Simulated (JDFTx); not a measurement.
Runs of JDFTx 1.7.0 (patched build) on HfIn4SiO6. It takes space group C2 (No. 5, monoclinic). Conventional cell: a = 5.432 Å, b = 9.407 Å, c = 7.635 Å, α = 90.00°, β = 104.03°, γ = 90.00°. Around Hf (site symmetry 2) lie 6 O at 2.13 to 2.14 Å. In (site symmetry 2) has 2 O at 2.73 Å and 4 In at 3.12 Å as nearest neighbours. In (site symmetry 2) has 6 O at 2.23 Å as nearest neighbours. In (site symmetry 2) is surrounded by 2 O at 2.73 Å and 3 In at 3.07 to 3.12 Å. In (site symmetry 2) has 2 O at 2.73 Å and 3 In at 3.07 to 3.12 Å as nearest neighbours. Around Si (site symmetry 2) lie 6 O at 1.85 Å. Around O (site symmetry 1) lie 1 Si at 1.85 Å. O (site symmetry 1) is surrounded by 1 Si at 1.85 Å. The cell was built by a generator and needn't be a form met in nature.

```tsv
level	U	DOS broadening	pressure (GPa)	largest force (eV/Å)
PBE+U	Hf d U = 1 eV	0.003 Ha	1.8	0.45
PBE+U	Hf d U = 4 eV	0.004 Ha	(a)	0.48
PBE+U	Hf d U = 2 eV	0.004 Ha	2.0	0.45
PBE+U	Hf d U = 6 eV	0.002 Ha	2.8	0.50
PBE	-	0.003 Ha	(b)	0.44
```

Alike in all rows: task density of states; potentials or basis PseudoDojo-SR-PBE-0.5-standard with smoothed tails; no spin polarisation; cell as given; k mesh 2 × 2 × 1; cutoff (eV) 1143; smearing fermi-dirac 0.05 eV; the mesh is coarse, so values aren't converged.

Question: Estimate the missing entries.

Answer: (a) 2.3; (b) 1.7.

Caveats: all runs use coarse meshes; the empty levels aren't tightly converged.

Not every run made on this cell is shown here.
